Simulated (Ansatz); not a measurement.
# AlH₃S₃: up Jacob's ladder to CCSD(T)

An exercise on one series of results from a longer session: the logs are not shown, and one member is left open.

Computed with Ansatz 0.2.0, Gaussian basis. Level: functionals in def2-TZVPP, the program's frozen cores in correlated methods.

The runs, in order: LDA (SPW92), PBE-D4, revPBE-D4, BLYP-D4, r2SCAN-D4, B97M-V, PBE0-D4, B3LYP-D4, r2SCANh-D4, r2SCAN0-D4, HSE06-D4, BHLYP-D4, CAM-B3LYP-D4, LC-ωPBE, ωB97X-V, ωB97M-V, B2PLYP, PBE-QIDH; CCSD(T)/def2-SVP; CCSD(T)/def2-TZVPP; MP2/def2-QZVPP; extrapolation to the limit; RPA on PBE.

## The geometry

All runs share one geometry, relaxed beforehand with PBE0-D4 in a triple-zeta def2 set.

SMILES `[SH][Al]([SH])[SH]`, 7 atoms, charge 0, spin multiplicity 1.

Atoms are counted from 1 here; the program's logs count them from 0.

Bond lengths: S1–Al2 2.177 Å, S1–H5 1.344 Å, Al2–S3 2.180 Å, Al2–S4 2.174 Å, S3–H6 1.344 Å, S4–H7 1.345 Å. Angles: Al2–S1–H5 93.5°, S1–Al2–S3 123.9°, S1–Al2–S4 117.0°, S3–Al2–S4 119.1°, Al2–S3–H6 93.9°, Al2–S4–H7 92.6°.

Set-up of the first run:

Contents of in.yaml:

```yaml
crystal:
  periodic: [false, false, false]
  atoms:
    - {symbol: S, position_ang: [-2.187513, 0.342182, -0.008431]}
    - {symbol: Al, position_ang: [-0.074874, -0.062525, -0.345069]}
    - {symbol: S, position_ang: [1.441460, 0.008118, 1.219609]}
    - {symbol: S, position_ang: [0.523320, -0.563085, -2.374498]}
    - {symbol: H, position_ang: [-2.016494, 0.591477, 1.301117]}
    - {symbol: H, position_ang: [0.562348, 0.326823, 2.184868]}
    - {symbol: H, position_ang: [1.813054, -0.710991, -2.023195]}
basis:
  gaussian: {orbitals: def2-TZVPP}
hamiltonian: {xc: lda}
output: {orbitals: {seedname: orbitals}}
```

On the command line:

```console
$ ansatz run in.yaml --threads 4 --pin off --events-out ev --progress --plain --max-ram 10444MiB
```

Among the steps run: LDA; PBE-D4 (GGA); revPBE-D4 (GGA); BLYP-D4 (GGA); r2SCAN-D4 (meta-GGA); B97M-V (meta-GGA); B3LYP-D4 (hybrid); r2SCANh-D4 (hybrid); r2SCAN0-D4 (hybrid); HSE06-D4 (hybrid); BHLYP-D4 (hybrid); CAM-B3LYP-D4 (range-separated); LC-ωPBE (range-separated); ωB97X-V (range-separated); ωB97M-V (range-separated); B2PLYP (double hybrid); PBE-QIDH (double hybrid).

One table of the session follows, with a row left open; its other results are not shown here.

It belongs to the step «Orbital energies across the functionals». 

```
  functional  HOMO (eV)  gap (eV)
 LDA (SPW92)      -6.65      4.94
      PBE-D4      -6.52      5.05
   revPBE-D4      -6.47      5.10
     BLYP-D4      -6.32      4.98
   r2SCAN-D4      -6.82      5.65
      B97M-V      -6.85      5.66
     PBE0-D4      -7.74      7.10
    B3LYP-D4      -7.46      6.60
  r2SCANh-D4      -7.26      6.39
  r2SCAN0-D4      -7.93      7.48
    HSE06-D4      -7.34      6.33
    BHLYP-D4      -8.77      8.97
CAM-B3LYP-D4      -9.02      9.35
     LC-ωPBE     -10.47     11.85
     ωB97X-V     -10.08     11.39
     ωB97M-V          ?         ?
```

Estimate the missing values for ωB97M-V.

As computed: HOMO (eV): -9.90; gap (eV): 10.94. In the column «HOMO (eV)» it lies between ωB97X-V (-10.08) and CAM-B3LYP-D4 (-9.02).
